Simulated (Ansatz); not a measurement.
**GaHCl₂ (singlet): wave-function methods side by side at distance Cl1–Ga2 = 2.327 Å, cc-pVDZ**

One table from this session's results is given with a row withheld; the runs are named, their logs left out.

Method: cc-pVDZ, core rule «outside noble gas», up to 24 orbitals frozen; program: Ansatz 0.2.0, Gaussian basis.

To be run: UHF; CCSD(T) on RHF; BCCD(T) on RHF; CISD; CCSDT(Q) on RHF; CASSCF and MRCISD+Q, 2 electrons in 2 orbitals; CASSCF and NEVPT2, 2 electrons in 2 orbitals.

47 further runs of the same task are left out: 12 for a known fault of the program, 3 for a mislabelled method, 29 that didn't finish, 3 set aside as unsound or not needed.

**What is computed**

The geometry derives from a PBE0/def2-TZVP stationary point (not a proven minimum). One bond is set to the value named and the two fragments are kept rigid. No spin-orbit coupling is included. The filled d shell of Ga may be among the frozen orbitals whatever the setting's name suggests; the logs give the count.

4 atoms, charge 0, spin multiplicity 1.

Atoms are counted from 1 here; the program's logs count them from 0.

Bond lengths: Cl1–Ga2 2.327 Å, Ga2–Cl3 2.129 Å, Ga2–H4 1.545 Å. Angles: Cl1–Ga2–Cl3 115.3°, Cl1–Ga2–H4 122.3°, Cl3–Ga2–H4 122.3°.

The first run:

The input, in.yaml:

```yaml
crystal:
  periodic: [false, false, false]
  atoms:
    - {symbol: Cl, position_ang: [0.000000, -0.659157, 1.924148]}
    - {symbol: Ga, position_ang: [0.000000, 0.585589, -0.041948]}
    - {symbol: Cl, position_ang: [0.000000, -0.553059, -1.840460]}
    - {symbol: H, position_ang: [0.000000, 2.130755, -0.041948]}
basis:
  gaussian: {orbitals: cc-pVDZ}
magnetization: {spin_polarized: true, initial_magnetization: 0}
hamiltonian: {xc: hf}
output: {orbitals: {seedname: orbitals}}
```

Started as:

```console
$ ansatz run in.yaml --threads 1 --pin off --events-out ev --progress --plain --max-ram 2393MiB
```

Among the steps run: UHF; CCSD(T) on RHF; BCCD(T) on RHF; CISD; CCSDT(Q) on RHF; CASSCF and MRCISD+Q, 2 electrons in 2 orbitals; CASSCF and NEVPT2, 2 electrons in 2 orbitals.

One table of the session follows, with a row left open; its other results are not shown here.

```
       method  from RCCSDT(Q) (kcal/mol)
          RHF                    +231.11
         RMP2                     +25.93
        RCCSD                          ?
     RCCSD(T)                      +0.99
      BCCD(T)                      +0.96
       RCCSDT                      +0.49
    RCCSDT(Q)                          0
  CASSCF pair                    +221.78
  NEVPT2 pair                     +27.29
  MRCISD pair                     +27.33
MRCISD+Q pair                      +3.56
```

**Question.** Estimate the row for RCCSD.

As computed: from RCCSDT(Q) (kcal/mol): +5.78. In the column «from RCCSDT(Q) (kcal/mol)» it lies between MRCISD+Q pair (+3.56) and RMP2 (+25.93).

Not comparable, so not listed: CISD (they don't share determinant, frozen orbitals or solution with the rows shown, or repeat one).
